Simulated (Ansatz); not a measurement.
**CH₇SbSi: an energy map over bond length Si1–H5 and angle C2–Si1–H5**

A grid of calculations on CH7SbSi, SMILES [SiH3][CH2][SbH2], to see where the energy is lowest and how it rises around there.

Computed with Ansatz 0.2.0. Level: RKS PBE-D4/def2-TZVP.

### Step 1. The system as given

10 atoms, charge 0, spin multiplicity 1.

Atoms are counted from 1 here; the program's logs count them from 0.

Bond lengths: Si1–C2 1.886 Å, Si1–H4 1.510 Å, Si1–H5 1.505 Å, Si1–H6 1.505 Å, C2–Sb3 2.211 Å, C2–H7 1.110 Å, C2–H8 1.110 Å, Sb3–H9 1.738 Å, Sb3–H10 1.738 Å. Angles: C2–Si1–H4 111.5°, C2–Si1–H5 110.1°, C2–Si1–H6 110.1°, H4–Si1–H5 108.2°, H4–Si1–H6 108.2°, H5–Si1–H6 108.6°, Si1–C2–Sb3 114.5°, Si1–C2–H7 111.1°, Si1–C2–H8 111.1°, Sb3–C2–H7 106.3°, Sb3–C2–H8 106.3°, H7–C2–H8 107.2°, C2–Sb3–H9 93.2°, C2–Sb3–H10 93.2°, H9–Sb3–H10 90.0°.

Geometry (Å):

```mol
CH7SbSi
  3D, bonds by distance, orders not assigned

 10  9  0  0  0  0  0  0  0  0999 V2000
   -1.0598    0.2351   -0.6495 Si  0  0
    0.2769   -0.9576   -0.0601 C   0  0
    1.8368   -0.0318    1.2049 Sb  0  0
   -2.0890   -0.4642   -1.5053 H   0  0
   -0.4437    1.3405   -1.4647 H   0  0
   -1.7666    0.8447    0.5316 H   0  0
    0.8069   -1.4201   -0.9187 H   0  0
   -0.1601   -1.7830    0.5397 H   0  0
    0.6784    0.8382    2.1655 H   0  0
    2.0033    1.3471    0.1595 H   0  0
  1  2  8  0
  1  4  8  0
  1  5  8  0
  1  6  8  0
  2  3  8  0
  2  7  8  0
  2  8  8  0
  3  9  8  0
  3 10  8  0
M  END
```

This geometry comes from a loose relaxation at PBE in a small basis, which is not shown.

### Step 3. Plan of the scan

The axes are (1) bond length Si1–H5: 11 values from 1.227 to 2.244 Å; (2) angle C2–Si1–H5: 11 values from 65 to 155 °.

Nothing else is relaxed (all other coordinates rigid). Energies count from the relaxed molecule at the same level. Points are written as (first, second).

(The set-up runs are not shown.)

### Step 4. Point (1.532 Å, 110°)

input.yaml

```yaml
crystal:
  periodic: [false, false, false]
  atoms:
    - { symbol: Si, position_ang: [-1.054202, 0.232536, -0.646341] }
    - { symbol: C, position_ang: [0.273198, -0.955092, -0.061371] }
    - { symbol: Sb, position_ang: [1.820035, -0.03121, 1.195095] }
    - { symbol: H, position_ang: [-2.08004, -0.457863, -1.497426] }
    - { symbol: H, position_ang: [-0.423632, 1.356354, -1.474858] }
    - { symbol: H, position_ang: [-1.753616, 0.836922, 0.529699] }
    - { symbol: H, position_ang: [0.802295, -1.412627, -0.910392] }
    - { symbol: H, position_ang: [-0.157083, -1.772649, 0.53578] }
    - { symbol: H, position_ang: [0.674054, 0.835117, 2.156466] }
    - { symbol: H, position_ang: [1.995055, 1.341214, 0.158775] }
basis:
  gaussian: { orbitals: def2-TZVP }
hamiltonian:
  xc: pbe
  dispersion: d4
output:
  forces: true
```

Launch:

```bash
$ ansatz run input.yaml --threads 1 --pin off --max-ram 2560MiB --backend cpu --events-out ev --progress --plain --runs-dir out
```

The session goes on with these runs: all other points of the grid.

**Question.** What will these runs give? Wanted: lowest point; highest computed point; largest force on an atom.

**Answer**, as computed:

```
                       quantity                                                                       value
                   lowest point                                              (1.532 Å, 110°), 0.24 kcal/mol
         highest computed point                             (2.244 Å, 155°), 74.0 kcal/mol above the lowest
largest force on an atom (eV/Å)  0.6 at (1.532 Å, 110°) to 10.5 at (1.227 Å, 155°); 0.6 at the lowest point
        time for the whole task                                             12 min on 1 thread, shared host
```

In words: The lowest computed point is at (1.532 Å, 110°), 0.24 kcal/mol from the relaxed molecule at the same level. The grid is coarse, so the true minimum lies between grid points and may sit elsewhere than the lowest one. No other kind of well shows on this grid. The highest computed point, (2.244 Å, 155°), lies 74.0 kcal/mol above the lowest. Round the minimum the two coordinates are nearly uncoupled.
